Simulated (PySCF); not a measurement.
# H4MnSe4 ([Mn(SeH)4]2-): the cost of one run

Computed with PySCF 2.14.0 and routines of our own; the level stands in each step. Atoms count from 0.

## Step 1: The system as given

9 atoms, charge -2, states of the metal's open shell are computed; geometry from: model start, shaken.

## Step 2: Relaxing the molecule at PBE0-D3(BJ)/def2-SVP

The job: settings as JSON, then the geometry in Å.

```
{"job": {"xc": "PBE0", "basis": "def2-SVP", "d3": "d3bj", "grid": 1, "maxiter": 45, "solvent": "water", "kind": "geom"}, "charge": -2, "metal": "Mn", "open_shell": "d5"}
Mn     0.000020     0.004480    -0.004110
Se     1.476210     1.482740     1.474690
H      0.592180     2.661990     1.609200
Se    -1.498870    -1.482220     1.494920
H     -0.589690    -2.655840     1.616140
Se    -1.479130     1.469400    -1.496430
H     -2.670400     0.571930    -1.644210
Se     1.486040    -1.508580    -1.485500
H      2.644240    -0.594080    -1.654330
```

Command:

```sh
OMP_NUM_THREADS=1 python lf_run.py task.json out
```

This one command runs all jobs of the session in turn.

Q: Estimate the wall time and peak memory of this first job on 1 thread of Arm Neoverse V1, shared host.

About 23 min, with a peak of 1.4 GiB.
